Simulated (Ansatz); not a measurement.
This script makes relaxations under a series of pressures of CdAu, space group Pm-3m with Ansatz's Python interface.

`cdau_compress.py`
```python
"""Volume and enthalpy of CdAu against pressure."""

from dataclasses import dataclass

import ansatz as az
import numpy as np
import pandas as pd
from pymatgen.core import Lattice, Structure
from pymatgen.io.ase import AseAtomsAdaptor


@dataclass(frozen=True)
class RunConfig:
    ecut: int = 550
    k_length: int = 32
    smearing: str = "fermi_dirac"
    width_ev: float = 0.05


settings = RunConfig()

def edges_and_angles(cell):
    cell = np.asarray(cell)
    a, b, c = np.linalg.norm(cell, axis=1)
    cosines = cell[1] @ cell[2] / (b * c), cell[0] @ cell[2] / (a * c), cell[0] @ cell[1] / (a * b)
    return (a, b, c, *np.degrees(np.arccos(cosines)))

pmg_structure = Structure(
    Lattice([[3.32, 0.0, 0.0], [0.0, 3.32, 0.0], [0.0, 0.0, 3.32]]),
    ["Cd", "Au"],
    [
        [0.5, 0.5, 0.5],
        [0.0, 0.0, 0.0],
    ],
)
cell = az.Crystal.from_ase(AseAtomsAdaptor.get_atoms(pmg_structure))

calculation = (
    cell.calculation()
    .functional(az.Functional.PBESOL)
    .basis(settings.ecut)  # plane waves up to this kinetic energy
    .kpoints(length=settings.k_length)
    .occupations(settings.smearing, width=settings.width_ev)
)

# H = F + PV, with 1 GPa A^3 = 1/160.21766 eV
rows = []
for pressure in [0, 5, 10, 20]:
    res = calculation.relax(cell=True, pressure=pressure).run()
    cell = res.lattice.cell_ang
    n_atoms = len(res.lattice.sites)
    volume = abs(np.linalg.det(cell)) / n_atoms
    enthalpy = res.report["free_energy_ev"] / n_atoms + pressure * volume / 160.21766
    rows.append((pressure, volume, enthalpy, *edges_and_angles(cell)))
    print(f"{pressure} GPa done: {volume:.4f} A^3/atom")

table = pd.DataFrame(rows, columns=["P_GPa", "V_A3_atom", "H_eV_atom", "a", "b", "c", "alpha", "beta", "gamma"])
print(table.round(4).to_string(index=False))
p, v = np.array([row[0] for row in rows], float), np.array([row[1] for row in rows])
print("mean bulk modulus between rows (GPa):", np.round(-np.diff(p) / np.diff(np.log(v)), 1))
```

How far does the cell shrink over this series of pressures, and what bulk modulus does the first step imply?

The volume falls from 18.25 Å³ an atom at 0 GPa to 16.17 at 20 GPa, by 11.4 %. Between 0 and 5 GPa, -V dP/dV is about 131 GPa, a mean over that step.

The output:

Running `python cdau_compress.py` prints:
```text
0 GPa done: 18.2477 A^3/atom
5 GPa done: 17.5621 A^3/atom
10 GPa done: 17.0149 A^3/atom
20 GPa done: 16.1676 A^3/atom
 P_GPa  V_A3_atom   H_eV_atom      a      b      c  alpha  beta  gamma
     0    18.2477 -10595.7655 3.3170 3.3170 3.3170   90.0  90.0   90.0
     5    17.5621 -10595.2072 3.2749 3.2749 3.2749   90.0  90.0   90.0
    10    17.0149 -10594.6679 3.2406 3.2406 3.2406   90.0  90.0   90.0
    20    16.1676 -10593.6337 3.1858 3.1858 3.1858   90.0  90.0   90.0
mean bulk modulus between rows (GPa): [130.6 157.9 195.8]
```

What to keep in mind:
- Absolute energies stand on the zero of these potentials, so only differences at equal settings mean something.
- At a fixed pressure a relaxation lowers the enthalpy F + PV, while F alone can rise.
- This is a high-temperature or high-pressure form, not the ambient phase.
- Spin-orbit coupling, which matters for elements this heavy, is left out.
- The starting cell is as deposited in a crystallographic database; the results hold for this polymorph, which needn't be the stable one.
- Symmetry holds the cell in this phase, whether or not it is the stable one at each pressure.
- Finished in 33 s on 1 thread of Intel(R) Xeon(R) 6975P-C (Granite Rapids) (shared host), peak memory 0.58 GiB.
